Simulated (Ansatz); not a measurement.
# C2H2FGe radical: small, medium and large basis sets

One table from this session's results is given with a row withheld; the runs are named, their logs left out.

Program: Ansatz 0.2.0, Gaussian basis. Level of theory: one geometry, several basis sets. These are calculated values, not measurements.

Levels to be run: PBE0-D4/def2-SVP; ωB97M-V/def2-SVP; PBE0-D4/def2-QZVPP; ωB97M-V/def2-QZVPP; the functionals' def2-TZVPP values are taken from earlier runs.

## The geometry

An earlier PBE0-D4 in a triple-zeta def2 set relaxation fixed the geometry.

SMILES `C#[C][GeH][F]`, 6 atoms, charge 0, spin multiplicity 2.

Atoms are counted from 1 here; the program's logs count them from 0.

Bond lengths: C1–C2 1.208 Å, C1–H5 1.066 Å, C2–Ge3 1.890 Å, Ge3–F4 1.742 Å, Ge3–H6 1.546 Å. Angles: C2–C1–H5 178.7°, C1–C2–Ge3 172.4°, C2–Ge3–F4 106.6°, C2–Ge3–H6 112.0°, F4–Ge3–H6 106.4°.

The first run:

The input, in.yaml:

```yaml
crystal:
  periodic: [false, false, false]
  atoms:
    - {symbol: C, position_ang: [-0.259194, 0.074461, -1.769035]}
    - {symbol: C, position_ang: [0.006214, 0.034613, -0.591381]}
    - {symbol: Ge, position_ang: [0.661110, -0.021081, 1.180413]}
    - {symbol: F, position_ang: [-0.021786, -1.442415, 1.919555]}
    - {symbol: H, position_ang: [-0.516871, 0.106982, -2.803313]}
    - {symbol: H, position_ang: [0.172526, 1.183439, 2.017560]}
basis:
  gaussian: {orbitals: def2-SVP}
magnetization: {spin_polarized: true, initial_magnetization: 1}
hamiltonian: {xc: pbe0, dispersion: d4}
output: {orbitals: {seedname: orbitals}}
```

Steps of the session up to this table: PBE0-D4 in def2-SVP; ωB97M-V in def2-SVP; PBE0-D4 in def2-QZVPP; ωB97M-V in def2-QZVPP.

One table of the session follows, with a row left open; its other results are not shown here.

It belongs to the step «Functionals by basis». 

| functional | basis | HOMO (eV) | LUMO (eV) |
| --- | --- | --- | --- |
| PBE0-D4 | def2-SVP | -6.68 | -3.32 |
| PBE0-D4 | def2-TZVPP | -6.78 | -3.38 |
| PBE0-D4 | def2-QZVPP | -6.81 | -3.42 |
| ωB97M-V | def2-SVP | -8.64 | -1.44 |
| ωB97M-V | def2-TZVPP | -8.76 | -1.56 |
| ωB97M-V | def2-QZVPP | ? | ? |

Q: Estimate the row for ωB97M-V, def2-QZVPP from the others.

As computed: HOMO (eV): -8.80; LUMO (eV): -1.64. In the column «HOMO (eV)» it is the lowest.
